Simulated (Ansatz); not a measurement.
**CH₄CdO: small, medium and large basis sets**

One table from this session's results is given with a row withheld; the runs are named, their logs left out.

Method: one geometry, several basis sets; program: Ansatz 0.2.0, Gaussian basis.

Plan: PBE0-D4/def2-SVP; ωB97M-V/def2-SVP; PBE0-D4/def2-QZVPP; ωB97M-V/def2-QZVPP; the functionals' def2-TZVPP values are taken from earlier runs.

## Structure used throughout

The geometry comes from an earlier relaxation with PBE0-D4 in a triple-zeta def2 set; it is a stationary point, not always the lowest conformer. Cd takes the def2 core potential; no spin-orbit term is included.

SMILES `[CH3][Cd][OH]`, 7 atoms, charge 0, spin multiplicity 1.

Atoms are counted from 1 here; the program's logs count them from 0.

Bond lengths: C1–Cd2 2.086 Å, C1–H4 1.090 Å, C1–H5 1.090 Å, C1–H6 1.090 Å, Cd2–O3 1.975 Å, O3–H7 0.959 Å. Angles: Cd2–C1–H4 110.0°, Cd2–C1–H5 110.0°, Cd2–C1–H6 110.0°, H4–C1–H5 108.9°, H4–C1–H6 109.0°, H5–C1–H6 108.9°, C1–Cd2–O3 176.4°, Cd2–O3–H7 114.4°.

The first run:

Input file in.yaml:

```yaml
crystal:
  periodic: [false, false, false]
  atoms:
    - {symbol: C, position_ang: [-1.132059, 0.697022, -0.306134]}
    - {symbol: Cd, position_ang: [0.538182, -0.411320, 0.269851]}
    - {symbol: O, position_ang: [2.056000, -1.497105, 0.916139]}
    - {symbol: H, position_ang: [-1.939282, 0.027951, -0.605454]}
    - {symbol: H, position_ang: [-0.877911, 1.343347, -1.146760]}
    - {symbol: H, position_ang: [-1.472900, 1.315581, 0.524674]}
    - {symbol: H, position_ang: [2.827979, -1.475486, 0.347684]}
basis:
  gaussian: {orbitals: def2-SVP}
hamiltonian: {xc: pbe0, dispersion: d4}
output: {orbitals: {seedname: orbitals}}
```

The run is started by

```bash
ansatz run in.yaml --threads 4 --pin off --events-out ev --progress --plain --max-ram 10444MiB
```

Steps of the session up to this table: PBE0-D4 in def2-SVP; ωB97M-V in def2-SVP; PBE0-D4 in def2-QZVPP; ωB97M-V in def2-QZVPP.

One table of the session follows, with a row left open; its other results are not shown here.

It belongs to the step «Density functionals: the series». 

| functional | basis | HOMO (eV) |
| --- | --- | --- |
| PBE0-D4 | def2-SVP | -7.29 |
| PBE0-D4 | def2-TZVPP | -7.58 |
| PBE0-D4 | def2-QZVPP | ? |
| ωB97M-V | def2-SVP | -9.75 |
| ωB97M-V | def2-TZVPP | -10.03 |
| ωB97M-V | def2-QZVPP | -10.07 |

**Question.** Estimate the row for PBE0-D4, def2-QZVPP.

The run gave: HOMO (eV): -7.66. In the column «HOMO (eV)» it lies between ωB97M-V, def2-SVP (-9.75) and PBE0-D4, def2-TZVPP (-7.58).
